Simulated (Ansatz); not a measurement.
# HfN: the cost of one run

Computed with Ansatz 0.2.0 (DFT LDA, scalar-relativistic, plane waves, PAW, unless a step's input says otherwise).

**1. Starting point**

Symmetry: Fm-3m, No. 225, cubic system. Conventional cell: a = 4.512 Å, b = 4.512 Å, c = 4.512 Å, α = 90.00°, β = 90.00°, γ = 90.00°. Around Hf (site symmetry m-3m) lie 6 N at 2.26 Å. N (site symmetry m-3m) has 6 Hf at 2.26 Å as nearest neighbours.

Coordinates:

```
CELL_PARAMETERS angstrom
0.00000 2.25600 2.25600
2.25600 0.00000 2.25600
2.25600 2.25600 0.00000
ATOMIC_POSITIONS crystal
Hf 0.00000 0.00000 0.00000
N 0.50000 0.50000 0.50000
```

The structure rests on an entry of the Crystallography Open Database; cell or positions may have been set otherwise for this series.

**2. Relaxing cell and atoms: HfN, no spin**

File input.yaml:

```yaml
crystal:
  lattice:
    - [0.0, 2.256, 2.256]
    - [2.256, 0.0, 2.256]
    - [2.256, 2.256, 0.0]
  atoms:
    - { symbol: Hf, position: [0.0, 0.0, 0.0] }
    - { symbol: "N", position: [0.5, 0.5, 0.5] }
scf:
  occupations: { method: methfessel_paxton, width: 0.1 }
output:
  forces: true
  stress: true
  eigenvalues: true
  write_density: true
  write_potential: true
  elf: true
  volumetric_format: npy
hamiltonian:
  xc: lda
relax:
  f_tol: 0.002
  adjacent_minimum: "off"
  cell: { stress_tol: 0.05, p_target: 0 }
kpoints:
  mp_grid: { grid: [16, 16, 16] }
```

Launch:

```
$ ansatz run input.yaml --threads 4 --pin off --max-ram 12288MiB --backend cpu --events-out ev --progress --plain --runs-dir out
```

Q: Estimate wall time and peak memory on 4 threads of Intel Xeon Platinum 8259CL at 2.50GHz (Skylake/Cascade Lake), shared host.

About 15 s, with a peak of 0.46 GiB.
